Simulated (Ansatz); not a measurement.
Born–Oppenheimer molecular dynamics of a periodic cell of 20 atoms, Li₄WO₅ (start crystal Li4WO5, start structure I4, volume 1.05 times the crystal's). It starts from an unrelaxed structure (largest force component 0.95 eV/Å).

These are results of DFT PBEsol, scalar-relativistic, plane waves, PAW (Ansatz 0.2.0), not measurements. Settings: cutoff 420 eV, k mesh 2x2x3, fermi-dirac smearing 0.17 eV, no spin polarisation.

```
ensemble        : NVT, Langevin thermostat
time step       : 1 fs
steps asked     : 130
set temperature : 2000 K
friction        : 0.05 /fs
seed            : 370443
```

Frames 1 fs apart, positions in Å, forces in eV/Å.

Velocities at 80.0 fs (Å/ps):

```
Li 7.81 13.52 14.06
Li -21.05 13.45 1.44
Li 14.10 -5.87 3.21
Li 23.87 -23.31 18.02
W 0.90 0.01 0.74
O -6.17 -0.99 2.72
O -5.22 -25.07 5.21
O 0.58 3.04 -3.92
O 7.84 2.17 -5.60
O -2.63 5.92 -13.44
Li 10.40 -6.26 5.84
Li 6.79 31.80 -7.86
Li 10.58 4.81 -6.52
Li -3.86 1.16 8.41
W -1.92 -0.81 -0.32
O 3.82 -10.02 -4.54
O -5.15 14.10 -0.89
O 11.17 10.01 -2.77
O -4.00 -3.12 18.48
O -7.53 12.20 15.43
```

```xyz
20
Lattice="6.6467 0.0000 0.0000 0.0000 6.6467 0.0000 0.0000 0.0000 4.1730" Properties=species:S:1:pos:R:3:forces:R:3 time_fs=80.0 energy_less_start_eV=4.571 T=1417
Li 5.629 1.500 1.705 0.38 1.08 1.19
Li 2.037 0.348 2.231 0.42 0.05 -1.93
Li 1.269 2.840 3.988 -0.37 -0.47 -0.03
Li 3.707 0.595 3.536 0.90 -0.02 1.35
W 0.092 0.019 4.109 -1.93 -2.49 0.69
O 3.142 5.117 2.293 -0.78 -1.74 -2.69
O 1.933 0.369 -0.218 -1.63 0.19 1.07
O 1.812 2.777 2.153 -4.78 -1.48 0.47
O 0.589 4.696 -0.101 0.62 0.23 0.14
O -0.013 -0.129 1.937 0.93 1.00 -1.17
Li 2.557 4.738 3.825 -1.62 2.54 0.63
Li 5.419 3.890 3.794 0.22 0.10 0.37
Li 4.457 5.904 1.456 0.88 0.73 0.61
Li 0.238 3.976 1.777 1.11 1.03 0.03
W 3.393 3.306 1.728 5.01 -1.03 0.49
O 5.949 1.756 -0.013 2.28 -1.81 -1.18
O 5.262 3.529 1.962 -1.26 -0.16 -0.18
O 5.023 5.810 -0.304 0.84 1.28 0.80
O 3.985 1.243 1.982 -2.46 1.85 -1.07
O 3.231 3.253 -0.066 1.24 -0.87 0.39
20
Lattice="6.6467 0.0000 0.0000 0.0000 6.6467 0.0000 0.0000 0.0000 4.1730" Properties=species:S:1:pos:R:3:forces:R:3 time_fs=81.0 energy_less_start_eV=4.517 T=1427
Li 5.631 1.510 1.721 0.35 1.05 1.05
Li 2.018 0.362 2.234 0.55 0.05 -1.86
Li 1.282 2.837 3.992 -0.43 -0.42 -0.03
Li 3.734 0.572 3.554 0.65 0.01 1.23
W 0.093 0.020 4.110 -1.91 -2.53 0.85
O 3.140 5.117 2.297 -0.68 -1.76 -2.75
O 1.924 0.346 -0.210 -1.15 0.39 0.96
O 1.812 2.781 2.153 -5.04 -1.61 0.59
O 0.596 4.699 -0.106 0.54 0.09 0.14
O -0.013 -0.122 1.925 0.90 0.96 -1.07
Li 2.565 4.736 3.830 -1.72 2.72 0.58
Li 5.424 3.921 3.783 0.23 0.05 0.41
Li 4.467 5.906 1.447 0.76 0.65 0.74
Li 0.231 3.974 1.782 1.21 1.04 0.00
W 3.391 3.304 1.727 5.24 -0.82 0.93
O 5.953 1.748 -0.019 2.16 -1.57 -1.08
O 5.257 3.544 1.962 -1.22 -0.26 -0.19
O 5.032 5.817 -0.307 0.67 1.11 0.77
O 3.981 1.242 2.002 -2.35 1.93 -1.17
O 3.225 3.263 -0.051 1.27 -1.08 -0.07
20
Lattice="6.6467 0.0000 0.0000 0.0000 6.6467 0.0000 0.0000 0.0000 4.1730" Properties=species:S:1:pos:R:3:forces:R:3 time_fs=82.0 energy_less_start_eV=4.495 T=1578
Li 5.628 1.516 1.741 0.35 1.03 0.89
Li 2.000 0.378 2.237 0.66 0.05 -1.77
Li 1.293 2.837 3.997 -0.50 -0.39 -0.04
Li 3.764 0.549 3.573 0.39 0.06 1.11
W 0.095 0.021 4.110 -2.00 -2.59 0.99
O 3.139 5.119 2.300 -0.65 -1.82 -2.75
O 1.913 0.324 -0.200 -0.62 0.58 0.81
O 1.812 2.784 2.156 -5.24 -1.68 0.67
O 0.598 4.703 -0.110 0.47 -0.03 0.14
O -0.012 -0.114 1.914 0.86 0.91 -0.97
Li 2.568 4.736 3.843 -1.75 2.86 0.44
Li 5.425 3.950 3.762 0.25 0.01 0.49
Li 4.479 5.905 1.441 0.67 0.56 0.84
Li 0.221 3.970 1.785 1.35 1.06 -0.05
W 3.388 3.301 1.727 5.40 -0.61 1.38
O 5.960 1.742 -0.023 2.01 -1.38 -0.97
O 5.252 3.559 1.960 -1.23 -0.37 -0.21
O 5.036 5.822 -0.314 0.57 0.98 0.78
O 3.974 1.245 2.027 -2.25 2.00 -1.30
O 3.222 3.270 -0.038 1.27 -1.23 -0.50
20
Lattice="6.6467 0.0000 0.0000 0.0000 6.6467 0.0000 0.0000 0.0000 4.1730" Properties=species:S:1:pos:R:3:forces:R:3 time_fs=83.0 energy_less_start_eV=4.478 T=1653
Li 5.632 1.521 1.763 0.28 1.01 0.75
Li 1.984 0.395 2.236 0.77 0.06 -1.64
Li 1.309 2.839 4.002 -0.58 -0.38 -0.05
Li 3.793 0.528 3.592 0.14 0.14 1.00
W 0.097 0.021 4.110 -2.11 -2.59 1.11
O 3.131 5.118 2.301 -0.61 -1.88 -2.68
O 1.905 0.303 -0.189 -0.13 0.73 0.64
O 1.808 2.784 2.157 -5.28 -1.71 0.69
O 0.597 4.704 -0.114 0.42 -0.13 0.14
O -0.009 -0.103 1.904 0.82 0.84 -0.87
Li 2.567 4.733 3.863 -1.78 3.08 0.23
Li 5.423 3.978 3.739 0.27 -0.04 0.59
Li 4.491 5.898 1.440 0.60 0.49 0.91
Li 0.212 3.966 1.789 1.46 1.06 -0.09
W 3.386 3.298 1.727 5.33 -0.51 1.82
O 5.965 1.738 -0.027 1.90 -1.24 -0.87
O 5.245 3.573 1.954 -1.19 -0.44 -0.22
O 5.041 5.827 -0.326 0.48 0.84 0.83
O 3.965 1.248 2.054 -2.08 2.08 -1.45
O 3.218 3.277 -0.028 1.31 -1.42 -0.84
20
Lattice="6.6467 0.0000 0.0000 0.0000 6.6467 0.0000 0.0000 0.0000 4.1730" Properties=species:S:1:pos:R:3:forces:R:3 time_fs=84.0 energy_less_start_eV=4.424 T=1825
Li 5.642 1.526 1.782 0.13 0.99 0.66
Li 1.966 0.416 2.233 0.86 0.07 -1.51
Li 1.326 2.834 4.009 -0.67 -0.36 -0.07
Li 3.821 0.507 3.607 -0.10 0.24 0.92
W 0.100 0.021 4.108 -2.22 -2.56 1.20
O 3.117 5.113 2.303 -0.53 -1.88 -2.62
O 1.897 0.282 -0.178 0.34 0.87 0.49
O 1.799 2.780 2.157 -5.06 -1.67 0.62
O 0.597 4.704 -0.118 0.37 -0.20 0.16
O -0.005 -0.091 1.896 0.77 0.75 -0.78
Li 2.559 4.733 3.887 -1.81 3.28 0.02
Li 5.422 4.004 3.720 0.29 -0.10 0.65
Li 4.505 5.890 1.444 0.52 0.41 0.96
Li 0.211 3.964 1.791 1.48 1.03 -0.10
W 3.385 3.294 1.726 4.97 -0.51 2.30
O 5.968 1.735 -0.034 1.81 -1.13 -0.78
O 5.236 3.588 1.949 -1.04 -0.47 -0.24
O 5.048 5.833 -0.338 0.36 0.67 0.89
O 3.954 1.251 2.081 -1.84 2.18 -1.62
O 3.213 3.287 -0.021 1.37 -1.61 -1.11
20
Lattice="6.6467 0.0000 0.0000 0.0000 6.6467 0.0000 0.0000 0.0000 4.1730" Properties=species:S:1:pos:R:3:forces:R:3 time_fs=85.0 energy_less_start_eV=4.302 T=1952
Li 5.653 1.534 1.797 -0.02 0.97 0.59
Li 1.953 0.439 2.225 0.94 0.09 -1.37
Li 1.340 2.824 4.019 -0.73 -0.33 -0.11
Li 3.847 0.489 3.624 -0.32 0.36 0.82
W 0.103 0.021 4.106 -2.31 -2.58 1.26
O 3.101 5.107 2.303 -0.42 -1.86 -2.58
O 1.890 0.261 -0.171 0.80 1.01 0.35
O 1.784 2.773 2.158 -4.51 -1.53 0.44
O 0.599 4.703 -0.123 0.26 -0.24 0.17
O 0.002 -0.080 1.886 0.68 0.66 -0.68
Li 2.548 4.739 3.909 -1.79 3.37 -0.14
Li 5.422 4.029 3.706 0.31 -0.18 0.70
Li 4.522 5.888 1.450 0.41 0.30 1.02
Li 0.213 3.967 1.793 1.46 0.99 -0.10
W 3.383 3.290 1.726 4.35 -0.58 2.81
O 5.975 1.731 -0.045 1.69 -0.99 -0.69
O 5.228 3.606 1.942 -0.93 -0.52 -0.27
O 5.053 5.837 -0.347 0.31 0.53 0.92
O 3.941 1.256 2.109 -1.58 2.26 -1.80
O 3.208 3.299 -0.014 1.40 -1.75 -1.33
20
Lattice="6.6467 0.0000 0.0000 0.0000 6.6467 0.0000 0.0000 0.0000 4.1730" Properties=species:S:1:pos:R:3:forces:R:3 time_fs=86.0 energy_less_start_eV=4.129 T=2023
Li 5.663 1.545 1.811 -0.13 0.95 0.53
Li 1.946 0.466 2.215 0.98 0.11 -1.21
Li 1.352 2.811 4.033 -0.78 -0.28 -0.15
Li 3.873 0.475 3.650 -0.55 0.56 0.67
W 0.106 0.019 4.103 -2.40 -2.63 1.28
O 3.083 5.099 2.298 -0.29 -1.80 -2.51
O 1.883 0.241 -0.167 1.26 1.14 0.23
O 1.764 2.767 2.159 -3.83 -1.36 0.23
O 0.602 4.701 -0.125 0.11 -0.25 0.18
O 0.009 -0.067 1.878 0.58 0.58 -0.60
Li 2.534 4.753 3.929 -1.69 3.25 -0.23
Li 5.423 4.056 3.698 0.32 -0.29 0.70
Li 4.539 5.892 1.454 0.29 0.17 1.11
Li 0.213 3.970 1.800 1.50 0.96 -0.10
W 3.381 3.287 1.727 3.63 -0.68 3.30
O 5.982 1.726 -0.057 1.56 -0.87 -0.58
O 5.222 3.622 1.935 -0.91 -0.56 -0.28
O 5.055 5.839 -0.354 0.30 0.41 0.93
O 3.927 1.262 2.137 -1.33 2.28 -1.92
O 3.204 3.306 -0.007 1.36 -1.71 -1.57
20
Lattice="6.6467 0.0000 0.0000 0.0000 6.6467 0.0000 0.0000 0.0000 4.1730" Properties=species:S:1:pos:R:3:forces:R:3 time_fs=87.0 energy_less_start_eV=3.953 T=2229
Li 5.677 1.557 1.821 -0.22 0.94 0.51
Li 1.938 0.493 2.202 1.02 0.13 -1.04
Li 1.361 2.794 4.050 -0.81 -0.22 -0.20
Li 3.900 0.460 3.682 -0.81 0.86 0.41
W 0.109 0.018 4.098 -2.49 -2.61 1.28
O 3.062 5.091 2.289 -0.14 -1.70 -2.38
O 1.878 0.223 -0.162 1.68 1.26 0.13
O 1.744 2.760 2.160 -3.22 -1.21 0.06
O 0.607 4.698 -0.127 -0.08 -0.20 0.19
O 0.016 -0.056 1.876 0.49 0.50 -0.58
Li 2.510 4.773 3.946 -1.47 2.92 -0.28
Li 5.420 4.083 3.692 0.35 -0.42 0.70
Li 4.557 5.906 1.459 0.17 0.03 1.21
Li 0.210 3.974 1.809 1.58 0.94 -0.11
W 3.380 3.285 1.728 3.03 -0.77 3.81
O 5.989 1.723 -0.068 1.49 -0.83 -0.49
O 5.219 3.635 1.930 -0.97 -0.58 -0.27
O 5.057 5.843 -0.359 0.31 0.26 0.95
O 3.916 1.276 2.163 -1.13 2.17 -1.93
O 3.201 3.307 0.003 1.23 -1.46 -1.97
20
Lattice="6.6467 0.0000 0.0000 0.0000 6.6467 0.0000 0.0000 0.0000 4.1730" Properties=species:S:1:pos:R:3:forces:R:3 time_fs=88.0 energy_less_start_eV=3.796 T=2482
Li 5.691 1.568 1.829 -0.28 0.96 0.50
Li 1.926 0.523 2.184 1.06 0.15 -0.86
Li 1.365 2.776 4.064 -0.82 -0.17 -0.23
Li 3.920 0.452 3.715 -1.03 1.15 0.15
W 0.112 0.015 4.094 -2.62 -2.53 1.24
O 3.040 5.085 2.278 0.00 -1.62 -2.22
O 1.874 0.205 -0.157 2.08 1.38 0.03
O 1.724 2.751 2.165 -2.63 -1.06 -0.14
O 0.612 4.693 -0.130 -0.33 -0.13 0.21
O 0.024 -0.048 1.875 0.38 0.44 -0.57
Li 2.477 4.795 3.967 -1.16 2.55 -0.35
Li 5.418 4.112 3.685 0.36 -0.59 0.71
Li 4.579 5.925 1.463 0.03 -0.13 1.31
Li 0.211 3.981 1.819 1.63 0.90 -0.11
W 3.379 3.282 1.730 2.51 -0.79 4.25
O 5.996 1.723 -0.079 1.45 -0.89 -0.39
O 5.220 3.648 1.927 -1.11 -0.59 -0.30
O 5.058 5.847 -0.361 0.35 0.17 0.95
O 3.907 1.298 2.186 -0.95 1.98 -1.90
O 3.195 3.307 0.011 1.09 -1.18 -2.28
20
Lattice="6.6467 0.0000 0.0000 0.0000 6.6467 0.0000 0.0000 0.0000 4.1730" Properties=species:S:1:pos:R:3:forces:R:3 time_fs=89.0 energy_less_start_eV=3.661 T=2290
Li 5.702 1.578 1.833 -0.30 0.99 0.50
Li 1.912 0.550 2.162 1.09 0.18 -0.68
Li 1.368 2.763 4.072 -0.84 -0.13 -0.25
Li 3.934 0.452 3.746 -1.19 1.35 -0.05
W 0.116 0.011 4.090 -2.72 -2.40 1.18
O 3.021 5.076 2.270 0.11 -1.53 -2.07
O 1.870 0.191 -0.154 2.44 1.48 -0.03
O 1.702 2.739 2.171 -1.91 -0.85 -0.40
O 0.616 4.690 -0.135 -0.61 -0.07 0.21
O 0.035 -0.040 1.873 0.24 0.36 -0.56
Li 2.438 4.816 3.993 -0.79 2.23 -0.43
Li 5.420 4.144 3.676 0.36 -0.79 0.72
Li 4.605 5.941 1.462 -0.12 -0.28 1.44
Li 0.216 3.989 1.834 1.66 0.84 -0.11
W 3.380 3.280 1.731 1.86 -0.85 4.53
O 6.005 1.721 -0.092 1.39 -0.93 -0.29
O 5.221 3.658 1.926 -1.24 -0.58 -0.35
O 5.057 5.851 -0.359 0.34 0.18 0.90
O 3.899 1.321 2.209 -0.79 1.78 -1.91
O 3.190 3.309 0.015 1.00 -0.97 -2.35
20
Lattice="6.6467 0.0000 0.0000 0.0000 6.6467 0.0000 0.0000 0.0000 4.1730" Properties=species:S:1:pos:R:3:forces:R:3 time_fs=90.0 energy_less_start_eV=3.557 T=2316
Li 5.709 1.585 1.837 -0.29 1.04 0.49
Li 1.898 0.567 2.137 1.13 0.23 -0.51
Li 1.371 2.754 4.079 -0.85 -0.12 -0.26
Li 3.943 0.452 3.774 -1.31 1.52 -0.22
W 0.119 0.007 4.087 -2.72 -2.18 1.11
O 3.002 5.061 2.262 0.17 -1.31 -1.91
O 1.868 0.183 -0.150 2.76 1.53 -0.10
O 1.677 2.723 2.177 -1.21 -0.63 -0.66
O 0.619 4.688 -0.136 -0.88 -0.04 0.19
O 0.045 -0.029 1.867 0.09 0.23 -0.50
Li 2.400 4.842 4.021 -0.39 1.90 -0.48
Li 5.422 4.177 3.670 0.36 -1.04 0.70
Li 4.637 5.957 1.458 -0.26 -0.41 1.57
Li 0.219 3.999 1.852 1.69 0.76 -0.11
W 3.381 3.279 1.733 1.24 -1.02 4.65
O 6.015 1.716 -0.111 1.31 -0.93 -0.17
O 5.223 3.666 1.925 -1.34 -0.56 -0.39
O 5.058 5.855 -0.356 0.25 0.22 0.81
O 3.893 1.340 2.227 -0.65 1.57 -1.91
O 3.187 3.310 0.016 0.90 -0.76 -2.29
```

Of the whole run (130 fs, mean temperature of the second half 2175 K): A run of 0.13 ps of so small a system gives no equilibrium averages.

The run took 15 min on 1 thread of Arm Neoverse V2, with other jobs on the host, peak memory 0.48 GiB.
